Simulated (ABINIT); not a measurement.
# InAu3 (P-6m2) in ABINIT: optical spectrum with LDA

Aim: the optical spectrum of InAu3 with LDA.

Everything below comes from runs of ABINIT 10.8.3 (patched build). Logs are shortened: lines on timing, memory, paths and dates and some standing lists are left out, and cuts for length are marked. The log counts tension as positive stress, the text compression.

**1. Starting point**

It takes space group P-6m2 (No. 187, hexagonal). The conventional cell has a = 3.161 Å, b = 3.161 Å, c = 9.058 Å, α = 90.00°, β = 90.00°, γ = 120.00°. Au (site symmetry 3m) is surrounded by 3 In at 2.90 Å and 9 Au at 2.92 to 3.16 Å. Au (site symmetry -6m2) has 12 Au at 2.92 to 3.16 Å as nearest neighbours. In (site symmetry -6m2) has 6 Au at 2.90 Å and 6 In at 3.16 Å as nearest neighbours.

The cell comes from a database or a generator and needn't be the stable form of this composition.

**2. Optical spectrum, LDA**

Input file run.abi:

```
# Datasets
ndtset 3

# Pseudopotentials
pp_dirpath "./"
pseudos "Au.hgh, In.hgh"

# Structure
acell 3*1.0
rprim
     5.9726491143     0.0000000000     0.0000000000
    -2.9863245571     5.1724658608     0.0000000000
     0.0000000000     0.0000000000    17.1163361033
ntypat 2
znucl 79 49
natom 4
typat 1 1 1 2
xred
            1/3            2/3   0.7516050000
            1/3            2/3   0.2483950000
            2/3            1/3            1/2
            2/3            1/3            0.0

# Plane-wave basis
ecut 408.170794 eV

# k points
ngkpt 16 16 4
nshiftk 1
shiftk 0.0 0.0 0.5
istwfk *1

# Exchange and correlation
ixc 7

# Bands and occupations
occopt 3
tsmear 0.00099958

# SCF cycle
nstep 80

# Output
iomode 3
prteig 0
prtebands 0

# Dataset 1: ground state
nband1 7
tolvrs1 1.0e-12
prtden1 1
prtwf1 0
kptopt1 1

# Dataset 2: empty bands at fixed density
iscf2 -3
getden2 1
nband2 15
nbdbuf2 4
tolwfr2 1.0e-12
nstep2 120
prtden2 0
kptopt2 1

# Dataset 3: wave functions and velocity matrix elements in the full zone
optdriver3 8
wfk_task3 "wfk_optics_fullbz"
getwfk3 2
nband3 11
kptopt3 1
prtevk3 1
inclvkb3 2
```

Input file optic.abi:

```
&FILES
 ddkfile_1 = 'runo_DS3_1_EVK.nc',
 ddkfile_2 = 'runo_DS3_2_EVK.nc',
 ddkfile_3 = 'runo_DS3_3_EVK.nc',
 wfkfile = 'runo_DS3_WFK.nc'
/
&PARAMETERS
 broadening = 0.001837,
 domega = 0.002,
 maxomega = 0.8,
 scissor = 0.000000,
 tolerance = 0.002
/
&COMPUTATIONS
 num_lin_comp = 2,
 lin_comp = 11,33,
 num_nonlin_comp = 0
/
```

Potentials or basis: HGH LDA.

Command:

```bash
$ abinit run.abi > log 2>&1
$ optic optic.abi > optic.log 2>&1
```

run.abo:

```text
.Version 10.8.3 of ABINIT
 DATASET    1 : space group P-6 m 2 (#187); Bravais hP (primitive hexag.)
================================================================================
 Values of the parameters that define the memory need for DATASET  1.
     intxc =       0    ionmov =       0      iscf =       7    lmnmax =       6
     lnmax =       6     mgfft =      60  mpssoang =       3    mqgrid =    3001
     natom =       4  nloc_mem =       1    nspden =       1   nspinor =       1
    nsppol =       1      nsym =      12    n1xccc =       0    ntypat =       2
    occopt =       3   xclevel =       1
       mpw =        1480          nfft =       34560          nkpt =          60
================================================================================
================================================================================
[... 13 lines left out ...]
 DATASET    3 : space group P-6 m 2 (#187); Bravais hP (primitive hexag.)
================================================================================
 Values of the parameters that define the memory need for DATASET  3.
     intxc =       0    ionmov =       0      iscf =       7    lmnmax =       6
     lnmax =       6     mgfft =      60  mpssoang =       3    mqgrid =    3001
     natom =       4  nloc_mem =       1    nspden =       1   nspinor =       1
    nsppol =       1      nsym =      12    n1xccc =       0    ntypat =       2
    occopt =       3   xclevel =       1
       mpw =        1480          nfft =       34560          nkpt =          60
================================================================================
================================================================================

--------------------------------------------------------------------------------
------------- Echo of variables that govern the present computation ------------
--------------------------------------------------------------------------------
 -outvars: echo values of preprocessed input variables --------
            acell      1.0000000000E+00  1.0000000000E+00  1.0000000000E+00 Bohr
              amu      1.96966540E+02  1.14820000E+02
             ecut      1.50000000E+01 Hartree
           getden1          0
           getden2          1
           getden3          0
           getwfk1          0
           getwfk2          0
           getwfk3          2
             iscf1          7
             iscf2         -3
             iscf3          7
              ixc           7
           jdtset        1    2    3
                       outvar_i_n : Printing only first  50 k-points.
         kptrlatt       16    0    0      0   16    0      0    0    4
          kptrlen      6.84653444E+01
            natom           4
            nband1          7
            nband2         15
            nband3         11
           nbdbuf1          0
           nbdbuf2          4
           nbdbuf3          0
           ndtset           3
            ngfft          24      24      60
             nkpt          60
            nstep1         80
            nstep2        120
            nstep3         80
             nsym          12
           ntypat           2
                       prtocc : prtvol=0, do not print more k-points.
                       prtocc : prtvol=0, do not print more k-points.
                       prtocc : prtvol=0, do not print more k-points.
           occopt           3
        optdriver1          0
        optdriver2          0
        optdriver3          8
           prtden1          1
           prtden2          0
           prtden3          1
        prtebands           0
           prteig           0
           prtevk1          0
           prtevk2          0
           prtevk3          1
            prtwf1          0
            prtwf2          1
            prtwf3          1
            rprim      5.9726491143E+00  0.0000000000E+00  0.0000000000E+00
                      -2.9863245571E+00  5.1724658608E+00  0.0000000000E+00
                       0.0000000000E+00  0.0000000000E+00  1.7116336103E+01
           shiftk      0.00000000E+00  0.00000000E+00  5.00000000E-01
          spgroup         187
           tolvrs1     1.00000000E-12
           tolvrs2     0.00000000E+00
           tolvrs3     0.00000000E+00
           tolwfr1     0.00000000E+00
           tolwfr2     1.00000000E-12
           tolwfr3     0.00000000E+00
           tsmear      9.99580000E-04 Hartree
            typat      1  1  1  2
         wfk_task1          0
         wfk_task2          0
         wfk_task3          7
                       outvars : Printing only first  50 k-points.
           xangst      1.7639047047E-11  1.8247673706E+00  6.8077186533E+00
[... 256 lines left out ...]
lattice_vectors:
- [  5.9726491,   0.0000000,   0.0000000, ]
- [ -2.9863246,   5.1724659,   0.0000000, ]
- [  0.0000000,   0.0000000,  17.1163361, ]
lattice_lengths: [   5.97265,    5.97265,   17.11634, ]
lattice_angles: [ 90.000,  90.000, 120.000, ] # degrees, (23, 13, 12)
lattice_volume:   5.2878051E+02
convergence: {deltae:  0.000E+00, res2:  0.000E+00, residm:  9.948E-13, diffor:  0.000E+00, }
etotal    :  -3.77211752E+00
entropy   :   0.00000000E+00
fermie    :   5.68664302E-02
cartesian_stress_tensor: null
pressure_GPa: null
xred      :
- [  3.3333E-01,   6.6667E-01,   7.5160E-01, Au]
- [  3.3333E-01,   6.6667E-01,   2.4839E-01, Au]
- [  6.6667E-01,   3.3333E-01,   5.0000E-01, Au]
- [  6.6667E-01,   3.3333E-01,   0.0000E+00, In]
cartesian_forces: null
force_length_stats: {min: null, max: null, mean: null, }
...

 Integrated electronic density in atomic spheres:
 ------------------------------------------------
 Atom  Sphere_radius  Integrated_density
    1        2.00000          0.21548796
    2        2.00000          0.21548796
    3        2.00000          0.18157215
    4        2.00000          0.60842441
================================================================================

 ----iterations are completed or convergence reached----

 Mean square residual over all n,k,spin=   50.624E-14; max=  99.483E-14
 reduced coordinates (array xred) for    4 atoms
       0.333333333333      0.666666666667      0.751605000000
       0.333333333333      0.666666666667      0.248395000000
       0.666666666667      0.333333333333      0.500000000000
       0.666666666667      0.333333333333      0.000000000000

 cartesian coordinates (angstrom) at end:
    1      0.00000000001764     1.82476737056814     6.80771865327356
    2      0.00000000001764     1.82476737056814     2.24985634060429
    3      1.58029489894050     0.91238368528407     4.52878749693893
    4      1.58029489894050     0.91238368528407     0.00000000000000
 length scales=  1.000000000000  1.000000000000  1.000000000000 bohr
              =  0.529177210544  0.529177210544  0.529177210544 angstroms
 Eigenvalues (hartree) for nkpt=  60  k points:
 kpt#   1, nband= 15, wtk=  0.00195, kpt=  0.0000  0.0000  0.1250 (reduced coord)
  -0.28870   -0.17396   -0.14369    0.05031    0.18274    0.47050    0.50781    0.50781
   0.54595    0.57578    0.58590    0.58590    0.59208    0.60199    0.60199
      occupation numbers for kpt#   1
   2.00000    2.00000    2.00000    1.99718    0.00000    0.00000    0.00000    0.00000
   0.00000    0.00000    0.00000    0.00000    0.00000    0.00000    0.00000
 prteigrs : prtvol=0 or 1, do not print more k-points.

--- !EnergyTerms
iteration_state     : {dtset: 2, }
comment             : Components of total free energy in Hartree
kinetic             :  1.22931336382388E+00
hartree             :  3.99982418123180E-01
xc                  : -1.27798440297310E+00
Ewald energy        : -2.50267564242633E+00
psp_core            : -7.52989133207375E-01
local_psp           : -3.23672395016856E-01
non_local_psp       : -5.43999447852639E-01
internal            : -3.77202523952924E+00
'-kT*entropy'       : -9.22488501681292E-05
total_energy        : -3.77211748837941E+00
...

--- !EnergyTermsDC
iteration_state     : {dtset: 2, }
comment             : '"Double-counting" decomposition of free energy'
band_energy         : -5.01737978703455E-01
Ewald energy        : -2.50267564242633E+00
psp_core            : -7.52989133207375E-01
xc_dc               : -1.46225164268965E-02
internal            : -3.77202527076405E+00
'-kT*entropy'       : -9.22488501681292E-05
total_energy_dc     : -3.77211751961422E+00
...

================================================================================
== DATASET  3 ==================================================================

--- !DatasetInfo
iteration_state: {dtset: 3, }
dimensions: {natom: 4, nkpt: 60, mband: 11, nsppol: 1, nspinor: 1, nspden: 1, mpw: 1480, }
cutoff_energies: {ecut:  15.0, pawecutdg:  -1.0, }
electrons: {nelect:   6.00000000E+00, charge:   0.00000000E+00, occopt:   3.00000000E+00, tsmear:   9.99580000E-04, }
meta: {optdriver: 8, wfk_task: 7, }
...

 mkfilename : getwfk/=0, take file _WFK from output of DATASET   2.

 Exchange-correlation functional for the present dataset will be:
  LDA: Perdew-Wang 92 LSD fit to Ceperley-Alder data - ixc=7
  J.P.Perdew and Y.Wang, PRB 45, 13244 (1992)

--------------------------------------------------------------------------------

 Computation of velocity matrix elements (DDK)

 Parameters extracted from the Abinit header:
    ecut:     15.0
    nkpt:    1024
    mband:   15
    nsppol:  1
    nspinor: 1
    useylm:  0
    inclvkb: 2
    bmin: 1, bmax: 15
    Computing diagonal and off-diagonal matrix elements
    Between band index bmin: 1, bmax: 15

== END DATASET(S) ==============================================================
================================================================================

 -outvars: echo values of variables after computation  --------
            acell      1.0000000000E+00  1.0000000000E+00  1.0000000000E+00 Bohr
           etotal1    -3.7721175196E+00
           etotal2    -3.7721175196E+00
           etotal3     0.0000000000E+00
            fcart1    -2.6415779334E-31 -1.5251157309E-31  9.7323145877E-03
                      -9.6857857559E-31  1.0675810117E-30 -9.7323145877E-03
                       8.8052597781E-32 -7.6255786549E-31 -0.0000000000E+00
                       1.1446837712E-30 -1.5251157311E-31 -0.0000000000E+00
            fcart3     0.0000000000E+00  0.0000000000E+00  0.0000000000E+00
                       0.0000000000E+00  0.0000000000E+00  0.0000000000E+00
                       0.0000000000E+00  0.0000000000E+00  0.0000000000E+00
                       0.0000000000E+00  0.0000000000E+00  0.0000000000E+00
            rprim      5.9726491143E+00  0.0000000000E+00  0.0000000000E+00
                      -2.9863245571E+00  5.1724658608E+00  0.0000000000E+00
                       0.0000000000E+00  0.0000000000E+00  1.7116336103E+01
           strten1     1.4998055516E-03  1.4998055516E-03  1.9675640468E-03
                       0.0000000000E+00  0.0000000000E+00  0.0000000000E+00
           strten3     0.0000000000E+00  0.0000000000E+00  0.0000000000E+00
                       0.0000000000E+00  0.0000000000E+00  0.0000000000E+00
           xangst      1.7639047047E-11  1.8247673706E+00  6.8077186533E+00
                       1.7639047047E-11  1.8247673706E+00  2.2498563406E+00
                       1.5802948989E+00  9.1238368528E-01  4.5287874969E+00
                       1.5802948989E+00  9.1238368528E-01  0.0000000000E+00
             xred      3.3333333333E-01  6.6666666667E-01  7.5160500000E-01
                       3.3333333333E-01  6.6666666667E-01  2.4839500000E-01
                       6.6666666667E-01  3.3333333333E-01  5.0000000000E-01
                       6.6666666667E-01  3.3333333333E-01  0.0000000000E+00
 Calculation completed.
```

It took 29 s on 1 thread of AMD EPYC 9R45 (Zen 5), shared host; peak memory 0.44 GiB.

Results:

```yaml
Free_energy: -102.6445 eV
Pressure: -48.7 GPa
Largest_force: 0.500 eV/Å
```

Forces in eV/Å, atoms in the order of the input:
```
Au   0.000  0.000  0.500
Au   0.000  0.000 -0.500
Au   0.000  0.000  0.000
In   0.000  0.000  0.000
```

Dielectric function (mean over the directions given):
| energy (eV) | real part | imaginary part |
| --- | --- | --- |
| 0.43 | 137.90 | 76.62 |
| 0.87 | -66.62 | 67.03 |
| 1.42 | -25.87 | 8.03 |
| 1.85 | -4.68 | 9.83 |
| 2.40 | -7.34 | 4.20 |
| 2.83 | -5.97 | 2.83 |
| 3.37 | -3.47 | 1.84 |
| 3.92 | -4.35 | 2.15 |
| 4.35 | -2.95 | 2.01 |
| 4.90 | -2.77 | 1.25 |
| 5.33 | -1.63 | 1.07 |
| 5.88 | -1.34 | 0.64 |
| 6.42 | -0.88 | 0.20 |
| 6.86 | -0.74 | 0.33 |
| 7.40 | -0.46 | 0.28 |
| 7.84 | -0.16 | 0.32 |
| 8.38 | -0.27 | 0.18 |
| 8.93 | -0.06 | 0.16 |
| 9.36 | 0.03 | 0.08 |
| 9.90 | 0.15 | 0.09 |
| 10.34 | 0.23 | 0.07 |
| 10.88 | 0.30 | 0.06 |
| 11.32 | 0.35 | 0.03 |
| 11.86 | 0.43 | 0.05 |
| 12.41 | 0.47 | 0.05 |
| 12.84 | 0.48 | 0.06 |
| 13.39 | 0.53 | 0.03 |
| 13.82 | 0.58 | 0.04 |
| 14.37 | 0.60 | 0.02 |
| 14.91 | 0.63 | 0.01 |
| 15.35 | 0.66 | 0.03 |
| 15.89 | 0.68 | 0.01 |
| 16.33 | 0.70 | 0.01 |
| 16.87 | 0.71 | 0.01 |
| 17.41 | 0.73 | 0.01 |
| 17.85 | 0.75 | 0.01 |
| 18.39 | 0.76 | 0.01 |
| 18.83 | 0.77 | 0.01 |
| 19.38 | 0.79 | 0.00 |
| 19.92 | 0.80 | 0.00 |

Caveat: the intraband (Drude) term is left out; a pressure of tens of GPa on the cell as given is suspect, and the run, the potentials or the cell itself is likely at fault; spectra need much finer meshes, so this one isn't converged; independent-particle spectra lack excitons; HGH potentials are hard and often keep d shells in the core, so these values are rough. Spin-orbit coupling is left out, which matters for the levels of Au.
